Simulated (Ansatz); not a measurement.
# BH6NO2S: the cost of one run

Method: UKS PBE0-D4/6-31G, in Ansatz 0.2.0.

## Step 1: The starting structure

Bond lengths: B1–S2 2.210 Å, B1–O3 1.360 Å, B1–O4 1.357 Å, B1–N6 1.805 Å, S2–H7 1.330 Å, O3–H8 0.952 Å, O4–H9 0.956 Å, N6–H10 1.010 Å, N6–H11 1.009 Å. Angles: B1–S2–H7 95.1°, S2–B1–O3 110.9°, S2–B1–O4 110.3°, S2–B1–N6 86.2°, O3–B1–O4 121.3°, O3–B1–N6 114.9°, O4–B1–N6 107.7°, B1–O3–H8 118.2°, B1–O4–H9 113.7°, B1–N6–H10 118.1°, B1–N6–H11 111.0°, H10–N6–H11 111.7°.

Coordinates:

```xyz
11

B    -0.0456   -0.5692    0.2585
S     0.9733   -0.2410   -1.6750
O     0.8484   -0.5790    1.2831
O    -0.9868   -1.5384    0.1355
H    -0.1519    1.0615   -1.1706
N    -0.8514    1.0197   -0.0317
H     2.0160    0.3983   -1.1524
H     1.4859    0.1271    1.3307
H    -0.7714   -2.3441    0.6024
H    -0.6786    1.7674    0.6253
H    -1.8378    0.8976   -0.2058
```

## Step 2: Run 1

150 steps of 0.5 fs at constant energy, with velocities drawn for 1000 K.

Input file input.yaml:

```yaml
crystal:
  periodic: [false, false, false]
  atoms:
    - { symbol: B, position_ang: [-0.0456, -0.5692, 0.2585] }
    - { symbol: S, position_ang: [0.9733, -0.241, -1.675] }
    - { symbol: O, position_ang: [0.8484, -0.579, 1.2831] }
    - { symbol: O, position_ang: [-0.9868, -1.5384, 0.1355] }
    - { symbol: H, position_ang: [-0.1519, 1.0615, -1.1706] }
    - { symbol: "N", position_ang: [-0.8514, 1.0197, -0.0317] }
    - { symbol: H, position_ang: [2.016, 0.3983, -1.1524] }
    - { symbol: H, position_ang: [1.4859, 0.1271, 1.3307] }
    - { symbol: H, position_ang: [-0.7714, -2.3441, 0.6024] }
    - { symbol: H, position_ang: [-0.6786, 1.7674, 0.6253] }
    - { symbol: H, position_ang: [-1.8378, 0.8976, -0.2058] }
magnetization:
  spin_polarized: true
basis:
  gaussian: { orbitals: "6-31G" }
hamiltonian:
  xc: pbe0
  dispersion: d4
md:
  timestep: 0.5
  n_steps: 150
  ensemble: nve
  temperature: 1000.0
  initial_velocities: maxwell_boltzmann
  seed: 483447
```

On the command line:

```
ansatz run input.yaml --threads 1 --pin off --max-ram 2048MiB --backend cpu --events-out ev --progress --plain --runs-dir out
```

**Question.** How long does this run take on 1 thread of an Arm CPU, shared host, and how much memory does it need?

About 11 min, with a peak of 0.19 GiB.
